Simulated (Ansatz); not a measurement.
# Ir: the cost of one run

Computed with Ansatz 0.2.0 (DFT PBEsol, scalar-relativistic, plane waves, PAW, unless a step's input says otherwise).

### Step 1. The structure to begin with

Symmetry: Fm-3m, No. 225, cubic system. Conventional cell: a = 3.850 Å, b = 3.850 Å, c = 3.850 Å, α = 90.00°, β = 90.00°, γ = 90.00°. Ir (site symmetry m-3m) has 12 Ir at 2.72 Å in its first shell of neighbours.

Coordinates:

```
CELL_PARAMETERS angstrom
0.00000 1.92500 1.92500
1.92500 0.00000 1.92500
1.92500 1.92500 0.00000
ATOMIC_POSITIONS crystal
Ir 0.00000 0.00000 0.00000
```

### Step 2. Relaxing cell and atoms: Ir, no spin

input.yaml

```yaml
crystal:
  lattice:
    - [0.0, 1.925, 1.925]
    - [1.925, 0.0, 1.925]
    - [1.925, 1.925, 0.0]
  atoms:
    - { symbol: Ir, position: [0.0, 0.0, 0.0] }
scf:
  occupations: { method: gaussian, width: 0.1 }
output:
  forces: true
  stress: true
  eigenvalues: true
  write_density: true
  write_potential: true
  elf: true
  volumetric_format: npy
hamiltonian:
  xc: pbesol
kpoints:
  mp_grid: { grid: [12, 12, 12] }
relax:
  f_tol: 0.003
  cell: { stress_tol: 0.05 }
```

The run is started by

```sh
> ansatz run input.yaml --threads 2 --pin off --max-ram 8192MiB --backend cpu --events-out ev --progress --plain --runs-dir out
```

**Question.** How long does this run take on 2 threads of Intel Xeon at 2.30GHz, shared host, and how much memory does it need?

About 3.1 s, with a peak of 0.33 GiB.
